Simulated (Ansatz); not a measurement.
**C2H7InO (SMILES [CH3][In]([CH3])[OH]) at HF/3-21G**

What is the vertical singlet–triplet gap of C2H7InO at HF/3-21G? 

The results are computed with Ansatz 0.2.0.

30 further runs of the same task are left out: 30 set aside as unsound or not needed.

### Step 1. Starting point

C2H7InO has 11 atoms, charge 0, and is taken as a singlet. As SMILES, `[CH3][In]([CH3])[OH]`. The shape is that of a PBE0-D4/def2-TZVP optimisation.

Bond lengths: C1–In2 2.148 Å, In2–C3 2.138 Å, In2–O4 2.007 Å, C1–H5 1.090 Å, C1–H6 1.090 Å, C1–H7 1.092 Å, C3–H8 1.090 Å, C3–H9 1.091 Å, C3–H10 1.091 Å, O4–H11 0.959 Å. Some angles: C1–In2–C3 136.7°, C1–In2–O4 114.2°, C3–In2–O4 109.1°, In2–C1–H5 110.1°, In2–C1–H6 111.1°, In2–C1–H7 109.5°, In2–C3–H8 108.7°, In2–C3–H9 110.5°, In2–C3–H10 110.8°, In2–O4–H11 114.0°.

### Step 2. The energy at HF/3-21G

The input, molecule.yaml:

```yaml
crystal:
  periodic: [false, false, false]
  atoms:
    - symbol: C
      position_ang: [-1.237900, 1.174600, -1.040300]
    - symbol: In
      position_ang: [0.014400, -0.256200, -0.041000]
    - symbol: C
      position_ang: [1.531800, -0.211200, 1.463900]
    - symbol: O
      position_ang: [-0.279600, -2.154900, -0.620200]
    - symbol: H
      position_ang: [-1.551200, 0.785300, -2.009500]
    - symbol: H
      position_ang: [-0.715300, 2.120700, -1.184200]
    - symbol: H
      position_ang: [-2.128400, 1.363200, -0.437100]
    - symbol: H
      position_ang: [1.929400, -1.218000, 1.588800]
    - symbol: H
      position_ang: [1.117400, 0.131700, 2.413400]
    - symbol: H
      position_ang: [2.339100, 0.465700, 1.180700]
    - symbol: H
      position_ang: [-0.954500, -2.257800, -1.293900]
basis:
  gaussian: {orbitals: 3-21G-spherical.json}
hamiltonian: {xc: hf}
accuracy: high
output: {orbitals: {seedname: orbitals}}
```

The basis set 3-21G is read from a file made from the Basis Set Exchange's data (not shown).

Run with:

```
ansatz run molecule.yaml --threads 1 --pin off --max-ram 2610MiB --events-out events.jsonl --progress --plain --runs-dir runs
```

What it wrote:

```text
Warning: RAYON_NUM_THREADS=1 ignored (pool sized by the plan → 1); use --threads N
Functional definition: HF
  name "HF"
  exchange = exact_x
  correlation = 0
1609 factors; integrals over basis functions are off by at most 1.6e-8 eV
mean field evaluation 1: about -159688.0485 eV, gradient 4.3e1 eV
mean field evaluation 2: about -159688.2680 eV, gradient 4.3e1 eV
mean field evaluation 4: about -159692.0335 eV, gradient 2.9e0 eV
mean field evaluation 8: about -159692.0745 eV, gradient 1.6e-1 eV
mean field evaluation 16: about -159692.0747 eV, gradient 3.4e-8 eV
mean field -159692.07474024 eV, -5868.5755035277 hartree, gradient 3.4e-8 eV, S^2 0.000000; 0 other end points of the search recorded, 0 dependent functions left out
reference -159692.07474024 eV, -5868.5755035277 hartree; 38, 38 occupied and 34, 34 virtual orbitals, 1609 factors
Total energy: -159692.07474024 eV, -5868.5755035277 hartree
```

It took 2 s on 1 thread of Arm Neoverse V2, shared host; peak memory 0.21 GiB.

### Step 3. The triplet

The input, input.yaml:

```yaml
crystal:
  periodic: [false, false, false]
  atoms:
    - {symbol: C, position_ang: [-1.237900, 1.174600, -1.040300]}
    - {symbol: In, position_ang: [0.014400, -0.256200, -0.041000]}
    - {symbol: C, position_ang: [1.531800, -0.211200, 1.463900]}
    - {symbol: O, position_ang: [-0.279600, -2.154900, -0.620200]}
    - {symbol: H, position_ang: [-1.551200, 0.785300, -2.009500]}
    - {symbol: H, position_ang: [-0.715300, 2.120700, -1.184200]}
    - {symbol: H, position_ang: [-2.128400, 1.363200, -0.437100]}
    - {symbol: H, position_ang: [1.929400, -1.218000, 1.588800]}
    - {symbol: H, position_ang: [1.117400, 0.131700, 2.413400]}
    - {symbol: H, position_ang: [2.339100, 0.465700, 1.180700]}
    - {symbol: H, position_ang: [-0.954500, -2.257800, -1.293900]}
basis:
  gaussian:
    orbitals: 3-21G-spherical.json
magnetization:
  spin_polarized: true
  initial_magnetization: 2
hamiltonian:
  xc: hf
accuracy: high
output: {orbitals: {seedname: orbitals}}
```

The basis set 3-21G is read from a file made from the Basis Set Exchange's data (not shown).

Run with:

```
ansatz run input.yaml --threads 1 --pin off --max-ram 2610MiB --events-out events.jsonl --progress --plain --runs-dir runs
```

What it wrote, shortened:

```text
Warning: RAYON_NUM_THREADS=1 ignored (pool sized by the plan → 1); use --threads N
[... 2 set-up lines as earlier in the session ...]
[...]
1609 factors; integrals over basis functions are off by at most 1.6e-8 eV
[...]
mean field -159687.68067580 eV, -5868.4140246380 hartree, gradient 3.1e-8 eV, S^2 2.030917; 6 other end points of the search recorded, 0 dependent functions left out
reference -159687.68067580 eV, -5868.4140246380 hartree; 39, 37 occupied and 33, 35 virtual orbitals, 1609 factors
Total energy: -159687.68067580 eV, -5868.4140246380 hartree
```

Wall time 29 s (1 thread of Arm Neoverse V2, shared host); peak memory 0.42 GiB.

### Step 4. What came out

At HF/3-21G:

| quantity | value |
| --- | --- |
| singlet: total energy | -5868.57550 Eh |
| singlet: HOMO energy | -10.00 eV |
| singlet: LUMO energy | 2.11 eV |
| singlet: HOMO–LUMO gap | 12.11 eV |
| triplet: total energy | -5868.41402 Eh |
| triplet: HOMO energy (highest over α and β) | -3.93 eV |
| triplet: LUMO energy (lowest over α and β) | -0.19 eV |
| triplet: ⟨S²⟩ | 2.031 |
| vertical energy of the triplet above the singlet | 4.394 eV |

What this shows: At this shape the triplet lies 4.39 eV (101 kcal/mol) above the singlet. Relativity is left out (singlet) although the molecule holds a heavy atom. Relativity is left out (triplet) although the molecule holds a heavy atom.
